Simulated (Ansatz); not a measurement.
# One shape, several levels: quartet C2HF2Ge

Wanted: a comparison of 6 runs (UBHLYP/6-31G*, UHSE06/6-31G*, UPBE-QIDH/6-31G*, USVWN5/6-31G*, UB3LYP/6-31G*, UMP2/6-31G*) of quartet C2HF2Ge. 

The calculation is run with Ansatz 0.2.0.

69 further runs of the same task are left out: 69 set aside as unsound or not needed.

## 1. Starting point

C2HF2Ge: 6 atoms, total charge 0, spin state quartet. As SMILES of the parent species, `C#[C][Ge]([F])[F]`. Geometry: relaxed at PBE0-D4/def2-TZVP. That shape belongs to the parent species and isn't relaxed for this state.

Bond lengths: C1–C2 1.206 Å, C2–Ge3 1.892 Å, Ge3–F4 1.728 Å, Ge3–F5 1.728 Å, C1–H6 1.067 Å. Angles: C1–C2–Ge3 171.1°, C2–Ge3–F4 108.5°, C2–Ge3–F5 108.5°, F4–Ge3–F5 104.7°, C2–C1–H6 178.2°.

## 2. A single-point energy at UBHLYP/6-31G(d) (spherical functions) (run 1)

File job.yaml:

```yaml
crystal:
  periodic: [false, false, false]
  atoms:
    - {symbol: C, position_ang: [-0.190100, 0.518400, 1.692900]}
    - {symbol: C, position_ang: [-0.131400, 0.204200, 0.530300]}
    - {symbol: Ge, position_ang: [-0.289600, -0.139700, -1.323100]}
    - {symbol: F, position_ang: [-0.276600, -1.850600, -1.565100]}
    - {symbol: F, position_ang: [1.142900, 0.424100, -2.108200]}
    - {symbol: H, position_ang: [-0.213200, 0.779700, 2.727000]}
basis:
  gaussian: {orbitals: 6-31G_st_-spherical.json}
magnetization: {spin_polarized: true, initial_magnetization: 3}
hamiltonian: {xc: {name: BHLYP}}
accuracy: high
output: {orbitals: {seedname: orbitals}}
```

The basis set 6-31G* is read from a file made from the Basis Set Exchange's data (not shown).

On the command line:

```sh
$ ansatz run job.yaml --threads 1 --pin off --max-ram 3480MiB --events-out events.jsonl --progress --plain --runs-dir runs
```

The log of the run:

```text
Warning: RAYON_NUM_THREADS=1 ignored (pool sized by the plan → 1); use --threads N
Functional definition: BHLYP
  name "BHLYP"
  parameter a = 0.5
  exchange = (1 - a)*b88_x + a*exact_x
  correlation = lyp_c
1871 factors; integrals over basis functions are off by at most 9.0e-9 eV
mean field evaluation 1: about -64020.3186 eV, gradient 3.1e1 eV
mean field evaluation 2: about -64019.8103 eV, gradient 3.7e1 eV
mean field evaluation 4: about -64024.0391 eV, gradient 1.5e0 eV
mean field evaluation 8: about -64024.1054 eV, gradient 2.4e-1 eV
mean field evaluation 16: about -64024.1061 eV, gradient 5.0e-3 eV
mean field evaluation 32: about -64024.1061 eV, gradient 1.6e-4 eV
mean field evaluation 64: about -64024.1016 eV, gradient 8.2e-1 eV
mean field -64024.10614431 eV, -2352.8425037056 hartree, gradient 3.8e-8 eV, S^2 3.761150; 4 other end points of the search recorded, 0 dependent functions left out
reference -64024.10617029 eV, -2352.8425046603 hartree; 33, 30 occupied and 57, 60 virtual orbitals, 1871 factors
Total energy: -64024.10617029 eV, -2352.8425046603 hartree
```

It took 36 s on 1 thread of Arm Neoverse V2, shared host; peak memory 0.51 GiB.

## 3. A single-point energy at UHSE06/6-31G(d) (spherical functions) (run 2)

File job.yaml:

```yaml
crystal:
  periodic: [false, false, false]
  atoms:
    - symbol: C
      position_ang: [-0.190100, 0.518400, 1.692900]
    - symbol: C
      position_ang: [-0.131400, 0.204200, 0.530300]
    - symbol: Ge
      position_ang: [-0.289600, -0.139700, -1.323100]
    - symbol: F
      position_ang: [-0.276600, -1.850600, -1.565100]
    - symbol: F
      position_ang: [1.142900, 0.424100, -2.108200]
    - symbol: H
      position_ang: [-0.213200, 0.779700, 2.727000]
basis:
  gaussian:
    orbitals: 6-31G_st_-spherical.json
magnetization:
  spin_polarized: true
  initial_magnetization: 3
hamiltonian:
  xc: hse06
accuracy: high
output: {orbitals: {seedname: orbitals}}
```

The basis set 6-31G* is read from a file made from the Basis Set Exchange's data (not shown).

On the command line:

```sh
$ ansatz run job.yaml --threads 1 --pin off --max-ram 3480MiB --events-out events.jsonl --progress --plain --runs-dir runs
```

The log of the run:

```text
Warning: RAYON_NUM_THREADS=1 ignored (pool sized by the plan → 1); use --threads N
Functional definition: HSE06
  name "HSE06"
  parameter a = 0.25
  parameter omega = 0.11/bohr
  exchange = pbe_x - a*pbe_x_sr(omega) + a*exact_x_sr(omega)
  correlation = pbe_c
1871 factors; integrals over basis functions are off by at most 9.0e-9 eV
90 factors; integrals over basis functions are off by at most 1.3e-9 eV
mean field evaluation 1: about -64007.9392 eV, gradient 3.4e1 eV
mean field evaluation 2: about -64002.0283 eV, gradient 5.3e1 eV
mean field evaluation 4: about -64012.4848 eV, gradient 2.7e0 eV
mean field evaluation 8: about -64012.6989 eV, gradient 3.5e-1 eV
mean field evaluation 16: about -64012.6992 eV, gradient 9.3e-4 eV
mean field evaluation 32: about -64012.6992 eV, gradient 9.4e-6 eV
mean field -64012.69922023 eV, -2352.4233069774 hartree, gradient 7.8e-8 eV, S^2 3.758118; 2 other end points of the search recorded, 0 dependent functions left out
reference -64012.69922398 eV, -2352.4233071153 hartree; 33, 30 occupied and 57, 60 virtual orbitals, 1871 factors
Total energy: -64012.69922398 eV, -2352.4233071153 hartree
```

It took 30 s on 1 thread of Arm Neoverse V2, shared host; peak memory 0.49 GiB.

Run 3 isn't shown in full; the table further down has it.

## 4. A single-point energy at USVWN5/6-31G(d) (spherical functions) (run 4)

File in.yaml:

```yaml
crystal:
  periodic: [false, false, false]
  atoms:
    - symbol: C
      position_ang: [-0.190100, 0.518400, 1.692900]
    - symbol: C
      position_ang: [-0.131400, 0.204200, 0.530300]
    - symbol: Ge
      position_ang: [-0.289600, -0.139700, -1.323100]
    - symbol: F
      position_ang: [-0.276600, -1.850600, -1.565100]
    - symbol: F
      position_ang: [1.142900, 0.424100, -2.108200]
    - symbol: H
      position_ang: [-0.213200, 0.779700, 2.727000]
basis:
  gaussian:
    orbitals: 6-31G_st_-spherical.json
magnetization:
  spin_polarized: true
  initial_magnetization: 3
hamiltonian:
  xc: {name: SVWN5}
accuracy: high
output: {orbitals: {seedname: orbitals}}
```

The basis set 6-31G* is read from a file made from the Basis Set Exchange's data (not shown).

On the command line:

```sh
$ ansatz run in.yaml --threads 1 --pin off --max-ram 3480MiB --events-out events.jsonl --progress --plain --runs-dir runs
```

The log of the run:

```text
Warning: RAYON_NUM_THREADS=1 ignored (pool sized by the plan → 1); use --threads N
Functional definition: SVWN5
  name "SVWN5"
  exchange = slater_x
  correlation = vwn5_c
1871 factors; integrals over basis functions are off by at most 9.0e-9 eV
mean field evaluation 1: about -63876.7187 eV, gradient 4.4e1 eV
mean field evaluation 2: about -63796.0341 eV, gradient 1.0e2 eV
mean field evaluation 4: about -63884.6539 eV, gradient 2.7e1 eV
mean field evaluation 8: about -63887.9765 eV, gradient 6.1e-1 eV
mean field evaluation 16: about -63887.9740 eV, gradient 2.3e-3 eV
mean field evaluation 32: about -63887.9740 eV, gradient 9.5e-8 eV
mean field evaluation 64: about -63887.6621 eV, gradient 2.8e-3 eV
mean field -63887.97398126 eV, -2347.8397389871 hartree, gradient 9.6e-8 eV, S^2 3.753325; 6 other end points of the search recorded, 0 dependent functions left out
reference -63887.97398470 eV, -2347.8397391137 hartree; 33, 30 occupied and 57, 60 virtual orbitals, 1871 factors
Total energy: -63887.97398470 eV, -2347.8397391137 hartree
```

It took 14 s on 1 thread of Arm Neoverse V2, shared host; peak memory 0.26 GiB.

Run 5 isn't shown in full; the table further down has it.

## 5. A single-point energy at UMP2/6-31G(d) (spherical functions) (run 6)

job.yaml: that of step 3 with these lines changed.

```diff
@@ -18,2 +18,3 @@
     orbitals: 6-31G_st_-spherical.json
+total_charge: 0
 magnetization:
@@ -21,5 +22,5 @@
   initial_magnetization: 3
-hamiltonian:
-  xc: hse06
+correlation:
+  method: mp2
+  frozen_orbitals: {C: 1, F: 1, Ge: 9, H: 0}
 accuracy: high
-output: {orbitals: {seedname: orbitals}}
```

The basis set 6-31G* is read from a file made from the Basis Set Exchange's data (not shown).

On the command line:

```sh
$ ansatz run job.yaml --threads 1 --pin off --max-ram 3480MiB --events-out events.jsonl --progress --plain --runs-dir runs
```

The log of the run, shortened:

```text
Warning: RAYON_NUM_THREADS=1 ignored (pool sized by the plan → 1); use --threads N
Functional definition: HF
  name "HF"
[...]
1871 factors; integrals over basis functions are off by at most 9.0e-9 eV
[...]
mean field -63949.16686772 eV, -2350.0885360867 hartree, gradient 2.5e-8 eV, S^2 3.779177; 9 other end points of the search recorded, 0 dependent functions left out
13 core orbitals not correlated: weight in the atoms' cores, before any rotation towards them, 1.000 or more for the frozen orbitals, at most 0.000 for the correlated occupied ones
reference -63949.16686772 eV, -2350.0885360867 hartree; 20, 17 occupied and 57, 60 virtual orbitals, 1871 factors
second order -20.85800607 eV of doubles, -0.00000000 eV of singles
Total energy: -63970.02487379 eV, -2350.8550536716 hartree
```

Wall time 22 s (1 thread of Arm Neoverse V2, shared host); peak memory 0.38 GiB.

## 6. Overview of the runs

```csv
run,level,frozen core orbitals,Cartesian functions,energy (Eh),HOMO energy (eV),⟨S²⟩,wall time
1,UBHLYP/6-31G* (spherical functions),–,no,-2352.842505,-4.84,3.761,36 s
2,UHSE06/6-31G* (spherical functions),–,no,-2352.423307,-3.53,3.758,30 s
3,UPBE-QIDH/6-31G* (spherical functions),13,no,-2351.992478,-5.82,3.766,32 s
4,USVWN5/6-31G* (spherical functions),–,no,-2347.839739,-2.77,3.753,14 s
5,UB3LYP/6-31G* (Cartesian functions),–,yes,-2353.028208,-3.56,3.757,30 s
6,UMP2/6-31G* (spherical functions),13,no,-2350.855054,–,3.779,22 s
```

## 7. Outcome

| quantity | value |
| --- | --- |
| run 6: total energy | -2350.85505 Eh |
| run 6: correlation energy (13 core orbitals frozen) | -766.5 mEh |
| run 6: ⟨S²⟩ of the reference determinant | 3.779 |

Totals of different functionals can't be ranked against each other. All runs together took 2.7 min, the longest 36 s.
